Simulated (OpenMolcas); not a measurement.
**Pd²⁺ among point charges: CASSCF levels and susceptibility**

How does a field of 4 point charges split the states of Pd²⁺, and what χT follows?

Program: OpenMolcas 26.06. Level of theory: state-averaged CASSCF, spin-orbit coupling by RASSI with atomic mean-field integrals. These are calculated values, not measurements, unless marked.

1 further run of the same task is left out (it didn't finish).

### 1 Starting point

| Quantity | Value |
| --- | --- |
| Species | Pd²⁺ (palladium, Z = 46, 44 electrons) |
| Basis | ANO-RCC-VDZP [6s5p3d1f], 43 functions |
| Scalar Hamiltonian | DKH2, point nucleus |
| Inactive shells | 1s 2s 2p 3s 3p 3d 4s 4p |
| Active space | 8 electrons in 5 orbitals (4d) |
| Some configurations of this space | 4d8 |
| Orbitals | optimised for each spin and parity, averaged over all roots |

The outer shells:

4d8
```
4d [↑↓][↑↓][↑↓][↑ ][↑ ]
```

The ion sits among 4 point charges of -2 e arranged as a square (D4h), 1.74 Å from the ion. The active orbitals were held to one l.

Each step is its own input file, run in one work folder so that later steps find the files of earlier ones. Labels, J, g values, rates, χT and fits are worked out afterwards by a script from the matrices that RASSI stores. The input lists half of the charges; inversion (Group=XYZ) makes the rest.

### 2 GATEWAY and SEWARD: basis and integrals

File a.inp:

```
&GATEWAY
Coord
1

Pd 0.0 0.0 0.0
Basis=ANO-RCC-VDZP
Group=XYZ
NoMove
AngMom=0.0 0.0 0.0
AMFI
XField
2 Angstrom 0
1.740000 0.000000 0.000000 -2.000000
0.000000 1.740000 0.000000 -2.000000
&SEWARD
```

Run with:

```sh
$ OMP_NUM_THREADS=1 MOLCAS_MEM=1689 MOLCAS_PROJECT=a pymolcas a.inp > a.log
```

### 3 Reference wave functions, triplets of even parity, 10 roots

File a.inp:

```
&RASSCF
FileOrb=start.orb
Symmetry=1
Spin=3
nActEl=8 0 0
Inactive=9 9
Ras2=5 0
CIRoot=10 10 1
SDav=10
CIMx=300
Iter=120 100
PrWF=0.3
OrbListing=Nothing
MaxOrb=0
SupSym
1
15 4 5 6 7 8 10 11 12 13 14 17 18 19 20 21
0
>>> COPY $Project.JobIph JOB001
```

start.orb holds the contracted functions of the basis, ordered by shell, or the orbitals of the step before.

### 4 Reference wave functions, singlets of even parity, 15 roots

File a.inp:

```
&RASSCF
FileOrb=start.orb
Symmetry=1
Spin=1
nActEl=8 0 0
Inactive=9 9
Ras2=5 0
CIRoot=15 15 1
SDav=15
CIMx=300
Iter=120 100
PrWF=0.3
OrbListing=Nothing
MaxOrb=0
SupSym
1
15 4 5 6 7 8 10 11 12 13 14 17 18 19 20 21
0
>>> COPY $Project.JobIph JOB002
```

### 5 RASSI: spin-orbit coupling between the states

File a.inp:

```
&RASSI
NrOfJobIphs=2 10 15
1 2 3 4 5 6 7 8 9 10
1 2 3 4 5 6 7 8 9 10 11 12 13 14 15
IphNames
JOB001
JOB002
EJob
SpinOrbit
DIPRint=1.0
SOCoupling=1000.0
Subsets=2
Property=9
'ANGMOM' 1 'ANGMOM' 2 'ANGMOM' 3 'MLTPL  1' 1 'MLTPL  1' 2 'MLTPL  1' 3
'AMFI' 1 'AMFI' 2 'AMFI' 3
SOProperty=3
'ANGMOM' 1 'ANGMOM' 2 'ANGMOM' 3
```

**Question.** What will these runs give? Wanted: spin-free ground state; first state of the same spin within the active space; lowest level; next level.

As calculated:

| quantity | value |
| --- | --- |
| method | CASSCF |
| spin-free ground state | 1A1, 1-fold in its orbital part |
| first state of the same spin within the active space | 1A2 at 11300 cm⁻¹ |
| lowest level | 1-fold A1 |
| next level | 4017.3 cm⁻¹ |
| χT at 300 K | 0.06 cm³ K/mol |
| effective moment at 300 K | 0.71 μB |

What this shows: The spin-free ground state (1A1) comes to 57 % from free-ion G terms and has less than the highest spin computed. The field of point charges can differ much from that of real complexes. This is an electrostatic model: the charges have no orbitals.
